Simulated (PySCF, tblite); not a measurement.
**C3H5BF4Si: geometry, infrared bands and NMR shifts**

Aim: predict the infrared bands and NMR shifts of C3H5BF4Si (`B[Si@@H]1C[C@]1(F)C(F)(F)F`).

The runs use tblite 0.8.0 and PySCF 2.14.0, with density-fitted response routines of our own; the level of theory stands in each step. All values are computed, except where a source is named. Atoms are numbered from 0 throughout.

**1. Starting geometry**

14 atoms, charge 0, multiplicity 1; geometry from: force field or distance geometry start.

Bonds of the start (Å): B0–Si1 1.94, Si1–C2 1.92, C2–C3 1.48, C3–F4 1.37, C3–C5 1.54, C5–F6 1.38, C5–F7 1.39, C5–F8 1.38, C3–Si1 1.90, B0–H9 1.18, B0–H10 1.19, Si1–H11 1.46, C2–H12 1.11, C2–H13 1.11.

**2. Relaxing the molecule with GFN2-xTB**

The job: settings as JSON, then the geometry in Å.

```
{"job": {"kind": "relax", "xc": "GFN2-xTB", "basis": "xTB"}, "charge": 0, "multiplicity": 1}
B     -2.244100     0.055300     0.491700
Si    -0.847300     0.809200    -0.627800
C      0.298500    -0.615900    -1.197000
C      0.967700     0.358700    -0.308000
F      1.868300     1.182200    -0.931900
C      1.364100    -0.128300     1.098900
F      0.491300    -1.066000     1.603900
F      2.637000    -0.684500     1.046200
F      1.409100     0.953600     1.959000
H     -2.003500    -0.579900     1.457000
H     -3.384800     0.260100     0.211300
H     -1.197800     1.595400    -1.802700
H      0.043200    -1.602900    -0.754600
H      0.597400    -0.537500    -2.268100
```

Started as:

```bash
> OMP_NUM_THREADS=1 python probes_run.py task.json out
```

One launch serves the whole session: the jobs run in the order shown.

**Question.** This job is followed by: GFN2-xTB harmonic vibrations, gas phase; GIAO PBE0/pcSseg-1 NMR shielding, non-relativistic, gas phase. What will the session give for the following? strongest single infrared mode (GFN2-xTB); zero-point energy (GFN2-xTB); ¹³C shifts against TMS (PBE0/pcSseg-1); ¹H shifts against TMS (PBE0/pcSseg-1, means over atoms taken as alike); ¹¹B shifts against BF3·OEt2 (PBE0/pcSseg-1); ²⁹Si shifts against TMS (PBE0/pcSseg-1); ¹⁹F shifts against CFCl3 (PBE0/pcSseg-1, means over atoms taken as alike).

**Answer**, as computed:

| quantity | value |
| --- | --- |
| strongest single infrared mode (GFN2-xTB) | 1056 cm⁻¹, 304 km/mol |
| zero-point energy (GFN2-xTB) | 48.3 kcal/mol |
| ¹³C shifts against TMS (PBE0/pcSseg-1) | 135.2, 97.9, 22.1 ppm |
| ¹H shifts against TMS (PBE0/pcSseg-1, means over atoms taken as alike) | 10.07, 3.26, 2.16, 1.98 ppm |
| ¹¹B shifts against BF3·OEt2 (PBE0/pcSseg-1) | 110.3 ppm |
| ²⁹Si shifts against TMS (PBE0/pcSseg-1) | -139.4 ppm |
| ¹⁹F shifts against CFCl3 (PBE0/pcSseg-1, means over atoms taken as alike) | -83.5, -208.8 ppm |

**Reading.** Relaxing lowered the energy by 0.649 eV in 66 steps; the close pair that moved most is C5–F7, from 1.390 to 1.344 Å. No mode is imaginary among the 36: a minimum at this level. The strongest single mode, at 1056 cm⁻¹, moves mainly C5. Unscaled tight-binding wavenumbers are off by several per cent, some by more. Its intensities can rank the bands wrongly. At PBE0/pcSseg-1: Shielding is most anisotropic at Si1 (span 365 ppm, paramagnetic term -394 ppm).
